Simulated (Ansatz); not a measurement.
# H2O2Sm (Sm(OH)2): the cost of one run

Method: DFT PBE, plane waves, PAW, molecule in a box with 9 Å of vacuum; program: Ansatz 0.2.0.

5 further runs of the same task are left out: 2 for a known fault of the program, 3 that didn't finish.

### Step 1. The system as given

5 atoms, charge 0, spin multiplicity 1.

Bond lengths: Sm1–O2 2.184 Å, Sm1–O4 2.184 Å, O2–H3 0.971 Å, O4–H5 0.971 Å. Angles: O2–Sm1–O4 128.1°, Sm1–O2–H3 164.9°, Sm1–O4–H5 164.9°.

Geometry (Å):

```
Sm   -0.87377    0.07134   -0.00517
O     0.07868    0.13553    1.95932
H     0.71455    0.13654    2.69339
O     0.07868   -0.14838   -1.95839
H     0.71455   -0.25322   -2.68493
```

Formal oxidation states: Sm +2. Each metal's 6 4f electrons lie in its core potential, so multiplicities, spins and levels count the valence alone. In the runs below they are in the valence, and the state is a septet. An earlier session relaxed this geometry at BP86, Sm lcecp-0-SVP with ECP52, O def2-SVP, H def2-SVP (singlet, point group C2v).

### Step 2. Scalar-relativistic

File input.yaml:

```yaml
crystal:
  lattice:
    - [10.59, 0.0, 0.0]
    - [0.0, 9.39, 0.0]
    - [0.0, 0.0, 14.38]
  atoms:
    - { symbol: Sm, position: [0.42492918, 0.51379766, 0.4992879], spin: 6.0 }
    - { symbol: O, position: [0.5148678, 0.52063365, 0.63590056] }
    - { symbol: H, position: [0.57491313, 0.52074121, 0.68694854] }
    - { symbol: O, position: [0.5148678, 0.4903983, 0.36345897] }
    - { symbol: H, position: [0.57491313, 0.47923323, 0.31293463] }
basis:
  ecutwfc: 420
  ecutrho_ratio: 4
kpoints:
  mp_grid: { grid: [1, 1, 1] }
hamiltonian:
  xc: pbe
scf:
  occupations: { method: gaussian, width: 0.01 }
output:
  forces: true
  eigenvalues: true
  populations: true
  hubbard: { sites: [{ species: Sm, l: f }] }
magnetization:
  spin_polarized: true
```

Launch:

```bash
$ ansatz run input.yaml --threads 2 --pin off --max-ram 5120MiB --backend cpu --events-out ev --progress --plain --runs-dir out
```

Q: Estimate wall time and peak memory on 2 threads of Arm Neoverse V2, shared host.

About 86 s, with a peak of 1 GiB.
